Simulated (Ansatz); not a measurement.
# TiN: the cost of one run

Computed with Ansatz 0.2.0 (DFT PBEsol, scalar-relativistic, plane waves, PAW, unless a step's input says otherwise).

1 further run of the same task is left out (set aside as unsound or not needed).

**1. The structure to begin with**

The structure is cubic, space group Fm-3m (No. 225). The conventional cell has a = 4.204 Å, b = 4.204 Å, c = 4.204 Å, α = 90.00°, β = 90.00°, γ = 90.00°. Ti (site symmetry m-3m) is surrounded by 6 N at 2.10 Å. N (site symmetry m-3m) is surrounded by 6 Ti at 2.10 Å.

Structure file:

```
Ti N
1.0
     0.00000    2.10197    2.10197
     2.10197    0.00000    2.10197
     2.10197    2.10197    0.00000
Ti N
1 1
Direct
  0.00000 0.00000 0.00000
  0.50000 0.50000 0.50000
```

This cell was relaxed beforehand with the same method: volume 9.29 Å³/atom, gap on the mesh none (metal).

**2. Static run: bands, density of states and charges**

Input file input.yaml:

```yaml
crystal:
  lattice:
    - [0.0, 2.1019663693, 2.1019663693]
    - [2.1019663693, 0.0, 2.1019663693]
    - [2.1019663693, 2.1019663693, 0.0]
  atoms:
    - { symbol: Ti, position: [0.0, 0.0, 0.0] }
    - { symbol: "N", position: [0.5, 0.5, 0.5] }
basis:
  ecutwfc: 420
kpoints:
  mp_grid: { grid: [18, 18, 18] }
  band_path:
    path:
      - [[0.0, 0.0, 0.0], [0.5, 0.0, 0.5], [0.625, 0.25, 0.625]]
      - [[0.375, 0.375, 0.75], [0.0, 0.0, 0.0], [0.5, 0.5, 0.5], [0.5, 0.25, 0.75], [0.5, 0.0, 0.5]]
    npoints: 14
hamiltonian:
  xc: pbesol
scf:
  occupations: { method: gaussian, width: 0.1 }
  n_extra_bands: 6
output:
  forces: true
  stress: true
  eigenvalues: true
  populations: true
  dos: { projected: true, de: 0.02, nscf_kmesh: { grid: [27, 27, 27] } }
  bader: true
```

Run with:

```console
> ansatz run input.yaml --threads 1 --pin off --max-ram 2560MiB --backend cpu --events-out ev --progress --plain --runs-dir out
```

Q: Estimate wall time and peak memory on 1 thread of Arm Neoverse V1, shared host.

About 25 s, with a peak of 0.34 GiB.
